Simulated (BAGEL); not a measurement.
# One shape, several levels: C3H9ClSi (chlorotrimethylsilane)

We compute a comparison of 4 runs (HF/3-21G, B3LYP/6-31G*, PBE0/6-31G*, RI-MP2/6-31G*) of C3H9ClSi (chlorotrimethylsilane). 

The calculation is run with BAGEL 1.2.2.

6 further runs of the same task are left out: 2 that didn't finish, 4 set aside as unsound or not needed.

### Step 1. The system as given

The species is C3H9ClSi (14 atoms), meant as a singlet with charge 0. As SMILES, `C[Si](C)(C)Cl`. Geometry: relaxed at PBE0-D4/def2-TZVP.

Bond lengths: C1–Si2 1.862 Å, Si2–C3 1.862 Å, Si2–C4 1.862 Å, Si2–Cl5 2.080 Å, C1–H6 1.092 Å, C1–H7 1.094 Å, C1–H8 1.092 Å, C3–H9 1.092 Å, C3–H10 1.092 Å, C3–H11 1.094 Å, C4–H12 1.094 Å, C4–H13 1.092 Å, C4–H14 1.092 Å. Some angles: C1–Si2–C3 111.5°, C1–Si2–C4 111.5°, C1–Si2–Cl5 107.3°, C3–Si2–C4 111.5°, C3–Si2–Cl5 107.3°, C4–Si2–Cl5 107.3°, Si2–C1–H6 110.9°, Si2–C1–H7 110.4°, Si2–C1–H8 110.9°, Si2–C3–H9 110.9°.

### Step 2. A single-point energy at HF/3-21G (density fitting with cc-pvqz-jkfit) (run 1)

Contents of job.json:

```json
{ "bagel" : [

{
  "title" : "molecule",
  "basis" : "3-21g",
  "df_basis" : "cc-pvqz-jkfit",
  "angstrom" : "true",
  "geometry" : [
    { "atom" : "C", "xyz" : [      -1.679640,       0.559980,       0.221630 ] },
    { "atom" : "Si", "xyz" : [       0.108620,       0.309060,      -0.233500 ] },
    { "atom" : "C", "xyz" : [       1.207070,       0.337140,       1.270020 ] },
    { "atom" : "C", "xyz" : [       0.349340,      -1.247580,      -1.226910 ] },
    { "atom" : "Cl", "xyz" : [       0.670330,       1.906760,      -1.440460 ] },
    { "atom" : "H", "xyz" : [      -1.816280,       1.498060,       0.764110 ] },
    { "atom" : "H", "xyz" : [      -2.029610,      -0.257080,       0.859450 ] },
    { "atom" : "H", "xyz" : [      -2.308980,       0.589150,      -0.670580 ] },
    { "atom" : "H", "xyz" : [       1.092710,       1.274230,       1.819320 ] },
    { "atom" : "H", "xyz" : [       2.257290,       0.235130,       0.987910 ] },
    { "atom" : "H", "xyz" : [       0.953250,      -0.486500,       1.943870 ] },
    { "atom" : "H", "xyz" : [       0.068050,      -2.124680,      -0.636610 ] },
    { "atom" : "H", "xyz" : [       1.393020,      -1.360400,      -1.528500 ] },
    { "atom" : "H", "xyz" : [      -0.265160,      -1.233270,      -2.129770 ] }
  ]
},

{
  "title" : "hf"
},

{
  "title" : "print",
  "file" : "orbitals.molden",
  "orbitals" : "true"
}

]}
```

Run with:

```console
$ BAGEL_NUM_THREADS=1 BAGEL job.json > job.out
```

The log of the run:

```text
* using 1 threads per process

  ===============================================================
  ===============================================================

  *** Geometry ***

  { "atom" : "C", "xyz" : [     -3.174060,      1.058209,      0.418820 ] },
  { "atom" : "Si", "xyz" : [      0.205262,      0.584039,     -0.441251 ] },
  { "atom" : "C", "xyz" : [      2.281032,      0.637102,      2.399990 ] },
  { "atom" : "C", "xyz" : [      0.660157,     -2.357585,     -2.318524 ] },
  { "atom" : "Cl", "xyz" : [      1.266740,      3.603254,     -2.722075 ] },
  { "atom" : "H", "xyz" : [     -3.432272,      2.830923,      1.443959 ] },
  { "atom" : "H", "xyz" : [     -3.835407,     -0.485811,      1.624125 ] },
  { "atom" : "H", "xyz" : [     -4.363340,      1.113332,     -1.267213 ] },
  { "atom" : "H", "xyz" : [      2.064923,      2.407946,      3.438017 ] },
  { "atom" : "H", "xyz" : [      4.265660,      0.444331,      1.866879 ] },
  { "atom" : "H", "xyz" : [      1.801381,     -0.919352,      3.673382 ] },
  { "atom" : "H", "xyz" : [      0.128596,     -4.015063,     -1.203019 ] },
  { "atom" : "H", "xyz" : [      2.632426,     -2.570783,     -2.888446 ] },
  { "atom" : "H", "xyz" : [     -0.501080,     -2.330543,     -4.024682 ] },

  Number of auxiliary basis functions:     1073

  Since a DF basis is specified, we compute 2- and 3-index integrals:
    o Being stored without compression. Storage requirement is 0.043 GB

  Number of basis functions:       71
  Number of electrons      :       58

    * METHOD: MOLECULE                             1.65

  *** RHF ***

  === Nuclear Repulsion ===
   300.1141796718

      * DIIS with orbital gradients will be used.

  === RHF iteration (3-21g) ===
      0       -862.88383447          0.01469380           0.32
      1       -862.97655482          0.00417635           0.31
      2       -862.98539051          0.00099476           0.31
      3       -862.98593086          0.00008445           0.31
      4       -862.98593863          0.00002391           0.31
      5       -862.98593950          0.00000347           0.31
      6       -862.98593951          0.00000091           0.31
      7       -862.98593951          0.00000012           0.31
      8       -862.98593951          0.00000002           0.31
      9       -862.98593951          0.00000001           0.31
    * SCF iteration converged.

    * Permanent dipole moment:
           (    0.373313,     1.061814,    -0.802116) a.u.

    * METHOD: HF                                   3.63

    * METHOD: PRINT                                0.01

  ===============================================================
```

Run time: 5.7 s. Hardware: 1 thread of Arm Neoverse V2, shared host; peak memory 0.21 GiB.

### Step 3. A single-point energy at B3LYP/6-31G(d) (density fitting with cc-pvqz-jkfit, spherical functions) (run 2)

Contents of calc.json:

```json
{ "bagel": [

{
  "title": "molecule",
  "basis": "6-31gs.json",
  "df_basis": "cc-pvqz-jkfit",
  "angstrom": true,
  "geometry": [
    { "atom": "C", "xyz": [      -1.679640,       0.559980,       0.221630 ] },
    { "atom": "Si", "xyz": [       0.108620,       0.309060,      -0.233500 ] },
    { "atom": "C", "xyz": [       1.207070,       0.337140,       1.270020 ] },
    { "atom": "C", "xyz": [       0.349340,      -1.247580,      -1.226910 ] },
    { "atom": "Cl", "xyz": [       0.670330,       1.906760,      -1.440460 ] },
    { "atom": "H", "xyz": [      -1.816280,       1.498060,       0.764110 ] },
    { "atom": "H", "xyz": [      -2.029610,      -0.257080,       0.859450 ] },
    { "atom": "H", "xyz": [      -2.308980,       0.589150,      -0.670580 ] },
    { "atom": "H", "xyz": [       1.092710,       1.274230,       1.819320 ] },
    { "atom": "H", "xyz": [       2.257290,       0.235130,       0.987910 ] },
    { "atom": "H", "xyz": [       0.953250,      -0.486500,       1.943870 ] },
    { "atom": "H", "xyz": [       0.068050,      -2.124680,      -0.636610 ] },
    { "atom": "H", "xyz": [       1.393020,      -1.360400,      -1.528500 ] },
    { "atom": "H", "xyz": [      -0.265160,      -1.233270,      -2.129770 ] }
  ]
},

{ "title": "ks", "xc_func": "b3lyp" },

{ "title": "print", "file": "orbitals.molden", "orbitals": true }

]}
```

The basis set 6-31G* is read from a file made from the Basis Set Exchange's data (not shown).

Run with:

```console
$ BAGEL_NUM_THREADS=1 BAGEL calc.json > calc.out
```

The log of the run:

```text
* using 1 threads per process

  ===============================================================
  ===============================================================

  *** Geometry ***

  { "atom" : "C", "xyz" : [     -3.174060,      1.058209,      0.418820 ] },
  { "atom" : "Si", "xyz" : [      0.205262,      0.584039,     -0.441251 ] },
  { "atom" : "C", "xyz" : [      2.281032,      0.637102,      2.399990 ] },
  { "atom" : "C", "xyz" : [      0.660157,     -2.357585,     -2.318524 ] },
  { "atom" : "Cl", "xyz" : [      1.266740,      3.603254,     -2.722075 ] },
  { "atom" : "H", "xyz" : [     -3.432272,      2.830923,      1.443959 ] },
  { "atom" : "H", "xyz" : [     -3.835407,     -0.485811,      1.624125 ] },
  { "atom" : "H", "xyz" : [     -4.363340,      1.113332,     -1.267213 ] },
  { "atom" : "H", "xyz" : [      2.064923,      2.407946,      3.438017 ] },
  { "atom" : "H", "xyz" : [      4.265660,      0.444331,      1.866879 ] },
  { "atom" : "H", "xyz" : [      1.801381,     -0.919352,      3.673382 ] },
  { "atom" : "H", "xyz" : [      0.128596,     -4.015063,     -1.203019 ] },
  { "atom" : "H", "xyz" : [      2.632426,     -2.570783,     -2.888446 ] },
  { "atom" : "H", "xyz" : [     -0.501080,     -2.330543,     -4.024682 ] },

  Number of auxiliary basis functions:     1073

  Since a DF basis is specified, we compute 2- and 3-index integrals:
    o Being stored without compression. Storage requirement is 0.079 GB

  Number of basis functions:       96
  Number of electrons      :       58

    * METHOD: MOLECULE                             1.86

  *** Kohn-Sham DFT ***

    * Removing 29167 points whose weight is below 1.00e-10
    * Grid points: 179517

  === Nuclear Repulsion ===
   300.1141796718

       - DIIS with orbital gradients will be used.

  === KS iteration (b3lyp / 6-31gs.json) ===
      0       -786.94732717          0.10634658           1.17
      1       -650.84624292          0.19640213           1.15
      2       -764.39410718          0.08570823           1.15
      3       -837.83352696          0.11656249           1.16
      4       -846.48334175          0.08653559           1.16
      5       -845.40453397          0.09587931           1.17
      6       -844.44408613          0.09265155           1.19
      7       -848.04387341          0.08073147           1.18
      8       -763.57954277          0.13120703           1.17
      9       -869.33191072          0.01474140           1.16
     10       -869.24388118          0.01393932           1.17
     11       -869.42615596          0.00776190           1.17
     12       -869.49261515          0.00437241           1.18
     13       -869.51260669          0.00111194           1.17
     14       -869.51446731          0.00032842           1.18
     15       -869.51455316          0.00010616           1.19
     16       -869.51456248          0.00002257           1.19
     17       -869.51456293          0.00000523           1.18
     18       -869.51456296          0.00000161           1.18
     19       -869.51456296          0.00000052           1.18
     20       -869.51456296          0.00000018           1.20
     21       -869.51456296          0.00000006           1.19
     22       -869.51456296          0.00000003           1.20
     23       -869.51456296          0.00000001           1.18
    * SCF iteration converged.

    * Permanent dipole moment:
           (    0.272650,     0.775353,    -0.585576) a.u.

    * METHOD: KS                                  29.47

    * METHOD: PRINT                                0.02

  ===============================================================
```

Wall time 32 s (1 thread of Arm Neoverse V2, shared host); peak memory 0.83 GiB.

Run 3 isn't shown in full; the table further down has it.

### Step 4. A single-point energy at RI-MP2/6-31G(d) (density fitting with cc-pvqz-jkfit, spherical functions) (run 4)

Contents of calc.json:

```json
{ "bagel" : [

{
  "title" : "molecule",
  "basis" : "6-31gs.json",
  "df_basis" : "cc-pvqz-jkfit",
  "angstrom" : true,
  "geometry" : [
    { "atom" : "C", "xyz" : [      -1.679640,       0.559980,       0.221630 ] },
    { "atom" : "Si", "xyz" : [       0.108620,       0.309060,      -0.233500 ] },
    { "atom" : "C", "xyz" : [       1.207070,       0.337140,       1.270020 ] },
    { "atom" : "C", "xyz" : [       0.349340,      -1.247580,      -1.226910 ] },
    { "atom" : "Cl", "xyz" : [       0.670330,       1.906760,      -1.440460 ] },
    { "atom" : "H", "xyz" : [      -1.816280,       1.498060,       0.764110 ] },
    { "atom" : "H", "xyz" : [      -2.029610,      -0.257080,       0.859450 ] },
    { "atom" : "H", "xyz" : [      -2.308980,       0.589150,      -0.670580 ] },
    { "atom" : "H", "xyz" : [       1.092710,       1.274230,       1.819320 ] },
    { "atom" : "H", "xyz" : [       2.257290,       0.235130,       0.987910 ] },
    { "atom" : "H", "xyz" : [       0.953250,      -0.486500,       1.943870 ] },
    { "atom" : "H", "xyz" : [       0.068050,      -2.124680,      -0.636610 ] },
    { "atom" : "H", "xyz" : [       1.393020,      -1.360400,      -1.528500 ] },
    { "atom" : "H", "xyz" : [      -0.265160,      -1.233270,      -2.129770 ] }
  ]
},

{ "title" : "hf" },

{ "title" : "mp2", "ncore" : 13 }

]}
```

The basis set 6-31G* is read from a file made from the Basis Set Exchange's data (not shown).

Run with:

```console
$ BAGEL_NUM_THREADS=1 BAGEL calc.json > calc.out
```

The log of the run:

```text
* using 1 threads per process

  ===============================================================
  ===============================================================

  *** Geometry ***

  { "atom" : "C", "xyz" : [     -3.174060,      1.058209,      0.418820 ] },
  { "atom" : "Si", "xyz" : [      0.205262,      0.584039,     -0.441251 ] },
  { "atom" : "C", "xyz" : [      2.281032,      0.637102,      2.399990 ] },
  { "atom" : "C", "xyz" : [      0.660157,     -2.357585,     -2.318524 ] },
  { "atom" : "Cl", "xyz" : [      1.266740,      3.603254,     -2.722075 ] },
  { "atom" : "H", "xyz" : [     -3.432272,      2.830923,      1.443959 ] },
  { "atom" : "H", "xyz" : [     -3.835407,     -0.485811,      1.624125 ] },
  { "atom" : "H", "xyz" : [     -4.363340,      1.113332,     -1.267213 ] },
  { "atom" : "H", "xyz" : [      2.064923,      2.407946,      3.438017 ] },
  { "atom" : "H", "xyz" : [      4.265660,      0.444331,      1.866879 ] },
  { "atom" : "H", "xyz" : [      1.801381,     -0.919352,      3.673382 ] },
  { "atom" : "H", "xyz" : [      0.128596,     -4.015063,     -1.203019 ] },
  { "atom" : "H", "xyz" : [      2.632426,     -2.570783,     -2.888446 ] },
  { "atom" : "H", "xyz" : [     -0.501080,     -2.330543,     -4.024682 ] },

  Number of auxiliary basis functions:     1073

  Since a DF basis is specified, we compute 2- and 3-index integrals:
    o Being stored without compression. Storage requirement is 0.079 GB

  Number of basis functions:       96
  Number of electrons      :       58

    * METHOD: MOLECULE                             1.88

  *** RHF ***

  === Nuclear Repulsion ===
   300.1141796718

      * DIIS with orbital gradients will be used.

  === RHF iteration (6-31gs.json) ===
      0       -867.18556958          0.01242634           0.47
      1       -867.31382633          0.00418049           0.45
      2       -867.32848194          0.00106828           0.45
      3       -867.32963437          0.00010616           0.45
      4       -867.32964985          0.00003556           0.45
      5       -867.32965162          0.00000538           0.45
      6       -867.32965167          0.00000177           0.45
      7       -867.32965167          0.00000051           0.46
      8       -867.32965167          0.00000011           0.45
      9       -867.32965167          0.00000003           0.45
     10       -867.32965167          0.00000001           0.45
    * SCF iteration converged.

    * Permanent dipole moment:
           (    0.288578,     0.820798,    -0.620045) a.u.

    * METHOD: HF                                   5.76

  *** RHF ***

  === Nuclear Repulsion ===
   300.1141796718

      * DIIS with orbital gradients will be used.

  === RHF iteration (6-31gs.json) ===
      0       -867.32965167          0.00000000           0.45
    * SCF iteration converged.

    * Permanent dipole moment:
           (    0.288578,     0.820798,    -0.620045) a.u.

  === DF-MP2 calculation ===

    * freezing 13 orbitals
    * 3-index integral transformation done
    * assembly done

      MP2 correlation energy:   -0.5986954890      0.25

      MP2 total energy:       -867.9283471636

    * METHOD: MP2                                  1.20

  ===============================================================
```

It took 9 s on 1 thread of Arm Neoverse V2, shared host; peak memory 0.28 GiB.

### Step 5. The series

| run | level | frozen core orbitals | energy (Eh) | dipole moment (D) | HOMO energy (eV) | LUMO energy (eV) | wall time |
| --- | --- | --- | --- | --- | --- | --- | --- |
| 1 | HF/3-21G (density fitting with cc-pvqz-jkfit) | – | -862.985940 | 3.51 | -11.54 | 5.24 | 5.7 s |
| 2 | B3LYP/6-31G* (density fitting with cc-pvqz-jkfit, spherical functions) | – | -869.514563 | 2.57 | -7.92 | 1.54 | 32 s |
| 3 | PBE0/6-31G* (density fitting with cc-pvqz-jkfit, spherical functions) | – | -869.056024 | 2.63 | -8.21 | 1.71 | 31 s |
| 4 | RI-MP2/6-31G* (density fitting with cc-pvqz-jkfit, spherical functions) | 13 | -867.928347 | – | – | – | 9 s |

### Step 6. What came out

| quantity | value |
| --- | --- |
| run 4: total energy | -867.92835 Eh |
| run 4: correlation energy (13 core orbitals frozen) | -598.7 mEh |

In words: Over runs 1, 2, 3 the dipole moment (its size) runs from 2.57 D (B3LYP/6-31G*) to 3.51 D (HF/3-21G). The two ends differ in method and basis. Over runs 1, 2, 3 the HOMO–LUMO gap runs from 9.46 eV (B3LYP/6-31G*) to 16.78 eV (HF/3-21G). Totals of different functionals can't be ranked against each other. All runs together took 77 s, the longest 32 s.
